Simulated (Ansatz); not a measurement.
# GaPHS (doublet): the correlation ladder at distance P1–Ga2 = 6.231 Å, cc-pVDZ

One table from this session's results is given with a row withheld; the runs are named, their logs left out.

Program: Ansatz 0.2.0, Gaussian basis. Level of theory: cc-pVDZ, core rule «outside noble gas», up to 24 orbitals frozen. These are calculated values, not measurements.

To be run: UHF; CCSD(T) on ROHF; CCSD(T) on UHF; BCCD(T) on ROHF; CISD; CCSDT(Q) on ROHF; CCSDT(Q) on UHF; CASSCF and MRCISD+Q, 3 electrons in 3 orbitals; CASSCF and NEVPT2, 3 electrons in 3 orbitals.

49 further runs of the same task are left out: 7 for a known fault of the program, 4 for a mislabelled method, 30 that didn't finish, 8 set aside as unsound or not needed.

## The system

The geometry derives from a PBE0/def2-TZVP stationary point (not a proven minimum). One bond is set to the value named and the two fragments are kept rigid. No spin-orbit coupling is included. The filled d shell of Ga may be among the frozen orbitals whatever the setting's name suggests; the logs give the count.

4 atoms, charge 0, spin multiplicity 2.

Atoms are counted from 1 here; the program's logs count them from 0.

Bond lengths: P1–H4 1.428 Å, Ga2–S3 2.019 Å.

Set-up of the first run:

Input file in.yaml:

```yaml
crystal:
  periodic: [false, false, false]
  atoms:
    - {symbol: P, position_ang: [-0.000013, -0.469072, 3.610527]}
    - {symbol: Ga, position_ang: [0.000019, -0.250229, -2.616629]}
    - {symbol: S, position_ang: [0.000006, -0.238864, -4.635678]}
    - {symbol: H, position_ang: [-0.000012, 0.958165, 3.641780]}
basis:
  gaussian: {orbitals: cc-pVDZ}
magnetization: {spin_polarized: true, initial_magnetization: 1}
hamiltonian: {xc: hf}
output: {orbitals: {seedname: orbitals}}
```

On the command line:

```console
$ ansatz run in.yaml --threads 1 --pin off --events-out ev --progress --plain --max-ram 2393MiB
```

Steps of the session up to this table: UHF; CCSD(T) on ROHF; CCSD(T) on UHF; BCCD(T) on ROHF; CISD; CCSDT(Q) on ROHF; CCSDT(Q) on UHF; CASSCF and MRCISD+Q, 3 electrons in 3 orbitals; CASSCF and NEVPT2, 3 electrons in 3 orbitals.

One table of the session follows, with a row left open; its other results are not shown here.

| method | from UCCSDT(Q) (meV) |
| --- | --- |
| UHF | +8204.3 |
| RMP2 | +2249.7 |
| UMP2 | +1471.1 |
| RCCSD | +383.6 |
| UCCSD | +358.5 |
| RCCSD(T) | -97.6 |
| UCCSD(T) | ? |
| BCCD(T) | +81.8 |
| RCCSDT | +38.5 |
| UCCSDT | +26.3 |
| RCCSDT(Q) | +7.2 |
| UCCSDT(Q) | 0 |
| CASSCF pair | +8507.9 |
| NEVPT2 pair | +1393.8 |
| MRCISD pair | +1342.7 |
| MRCISD+Q pair | +265.7 |

**Question.** Estimate the row for UCCSD(T).

**Answer.** from UCCSDT(Q) (meV): +69.6. In the column «from UCCSDT(Q) (meV)» it lies between RCCSDT (+38.5) and BCCD(T) (+81.8).

Among the levels timed on like hardware and quicker than the yardstick, those that no quicker one beats, quickest first: NEVPT2 pair (12 s, +1393.8 meV); MRCISD+Q pair (13 s, +265.7 meV); UCCSD(T) (65 s, +69.6 meV).

Not comparable, so not listed: CISD (they don't share determinant, frozen orbitals or solution with the rows shown, or repeat one).

Limits of these values: The determinant is far from a pure spin state, so its energy mixes those of several spin states (harmless only where they are near-degenerate, as at dissociation). The report flags that the cluster equations may have other roots. Left out of the table: ROHF (another determinant or state than the rows shown). The program flags RCCSD(T), BCCD(T), RCCSDT(Q) as in doubt, so those rows may rest on another solution; read them beside their warnings. Of the multireference levels listed MRCISD+Q pair comes nearest in total energy (+265.7 meV), which doesn't show that its space is the better one. Restricted and unrestricted rows rest on different reference determinants; where their highest levels disagree by more than a few hundredths of an eV, they describe different states and don't form one ladder. Warnings in the runs' records: other roots.
